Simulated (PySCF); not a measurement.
# CsO: basis, grid and Hamiltonian

Which parts of the numerical set-up matter for CsO? Each run edits the base script.

Method: method and basis as typed in the scripts; program: PySCF 2.14.0.

5 further runs of the same task are left out: 2 for a known fault of the program, 3 that didn't finish.

## 1. Starting geometry

CsO: 2 atoms, charge 0, spin multiplicity 2.

Bond lengths: Cs1–O2 2.609 Å.

## 2. Base script

Input file input.py:

```python
from pyscf import gto, scf, mp

mol = gto.M(
    atom='Cs 0 0 0; O 0 0 2.609',
    basis='def2-svp',
    ecp={'Cs': 'def2-svp'},
    charge=0,
    spin=1,
    verbose=4,
)
mf = scf.UHF(mol)
mf.kernel()
mp.MP2(mf).kernel()
mf.dip_moment()
print('orbital energies (hartree):', [e[max(0, n-3):n+3].round(4) for e, n in zip(mf.mo_energy, mol.nelec)])
```

The run is started by

```console
> OMP_NUM_THREADS=1 python input.py
```

Its log is not repeated here.

Base result: E(SCF) = -94.603469 Eh, 11 cycles, E(MP2) − E(SCF) = -0.19003 Eh, ⟨S²⟩ = 0.760, μ = 9.69 D (of the SCF density).

The bond length is a typed value, not an optimised one.

## 3. Cartesian functions on

Edit 1 changes Cartesian functions: off → on.

Input file input.py:

```python
from pyscf import gto, scf, mp

mol = gto.M(
    atom='Cs 0 0 0; O 0 0 2.609',
    basis='def2-svp',
    ecp={'Cs': 'def2-svp'},
    charge=0,
    spin=1,
    cart=True,
    verbose=4,
)
mf = scf.UHF(mol)
mf.kernel()
mp.MP2(mf).kernel()
mf.dip_moment()
print('orbital energies (hartree):', [e[max(0, n-3):n+3].round(4) for e, n in zip(mf.mo_energy, mol.nelec)])
```

The run is started by

```console
> OMP_NUM_THREADS=1 python input.py
```

## 4. Jorge-dzp (core potential off)

Edit 2 changes basis set: def2-svp → jorge-dzp; core potential: on → off. The core potential changes with it: totals don't compare.

input.py: that of step 2 with these lines changed.

```diff
@@ -4,4 +4,3 @@
     atom='Cs 0 0 0; O 0 0 2.609',
-    basis='def2-svp',
-    ecp={'Cs': 'def2-svp'},
+    basis='jorge-dzp',
     charge=0,
```

## 5. Density fitting def2-universal-jkfit

Edit 3 changes density fitting: none → def2-universal-jkfit.

input.py: that of step 2 with these lines changed.

```diff
@@ -11,2 +11,3 @@
 mf = scf.UHF(mol)
+mf = mf.density_fit(auxbasis='def2-universal-jkfit')
 mf.kernel()
```

## 6. Ano-rcc-vdzp (core potential off, X2C on)

Edit 4 changes basis set: def2-svp → ano-rcc-vdzp; core potential: on → off; spin-free X2C: off → on. The core potential changes with it: totals don't compare.

input.py: that of step 2 with these lines changed.

```diff
@@ -4,4 +4,3 @@
     atom='Cs 0 0 0; O 0 0 2.609',
-    basis='def2-svp',
-    ecp={'Cs': 'def2-svp'},
+    basis='ano-rcc-vdzp',
     charge=0,
@@ -11,2 +10,3 @@
 mf = scf.UHF(mol)
+mf = mf.sfx2c1e()
 mf.kernel()
```

Before running it: what results should come out? Wanted: for each run, E(SCF); from base; gap, α spin; SCF dipole; after the SCF.

The runs gave:

```
                                      run  E(SCF) (hartree)  from base (eV)  cycles  gap, α spin (eV)  SCF dipole (D)  functions              after the SCF
                                     base        -94.603469               0      11              8.87            9.69         38  MP2 correlation -5.171 eV
                   Cartesian functions on        -94.604647         -0.0321      11              8.87            9.68         41  MP2 correlation -5.316 eV
           jorge-dzp (core potential off)      -7625.770015  not comparable      11              7.69           11.71         56  MP2 correlation -7.976 eV
     density fitting def2-universal-jkfit        -94.603400         +0.0019      11              8.87            9.69         38  MP2 correlation -5.172 eV
ano-rcc-vdzp (core potential off, X2C on)      -7857.979332  not comparable      12              9.26           10.75         61  MP2 correlation -6.511 eV
```

In words: The largest comparable shift of the SCF energy, -0.032 eV, comes with the run “Cartesian functions on”. The dearest run is “ano-rcc-vdzp (core potential off, X2C on)”, at 8.6 s against 1.5 s.
